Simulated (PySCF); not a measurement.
# GeH8OSi2: the cost of one run

Computed with PySCF 2.14.0, with density-fitted response routines of our own, on a single molecule in the gas phase. Atoms are numbered from 0 throughout.

## 1. Starting geometry

12 atoms, charge 0, multiplicity 1; geometry from: GFN2-xTB. The atoms were then displaced at random by about 0.01 Å, so the start is not that level's minimum.

Bonds of the start (Å): Si0–O1 1.59, O1–Si2 1.60, Si2–Ge3 2.37, Si0–H4 1.46, Si0–H5 1.48, Si0–H6 1.47, Si2–H7 1.46, Si2–H8 1.49, Ge3–H9 1.50, Ge3–H10 1.49, Ge3–H11 1.48.

## 2. Geometry optimisation at PBE0-D3(BJ)/def2-SVP

The job: settings as JSON, then the geometry in Å.

```
{"job": {"xc": "PBE0", "basis": "def2-SVP", "d3": "d3bj", "grid": 1, "shake": 0.01, "kind": "geom"}, "charge": 0, "multiplicity": 1}
Si    -2.370190     0.428610     0.252190
O     -0.976440    -0.305920     0.058770
Si     0.415130    -1.068260     0.266350
Ge     2.220750     0.396360    -0.208540
H     -3.309310    -0.509150     0.855340
H     -2.158560     1.617200     1.106130
H     -2.783110     0.824500    -1.105020
H      0.410700    -2.201600    -0.646280
H      0.482960    -1.528080     1.682060
H      2.420540     1.525290     0.763940
H      2.158550     1.086640    -1.527640
H      3.528660    -0.293860    -0.212150
```

Started as:

```sh
$ OMP_NUM_THREADS=1 python probes_run.py task.json out
```

One launch serves the whole session: the jobs run in the order shown.

Q: Estimate the wall time and peak memory of this first job on 1 thread of Arm Neoverse V1, shared host.

About 92 s, with a peak of 0.51 GiB.
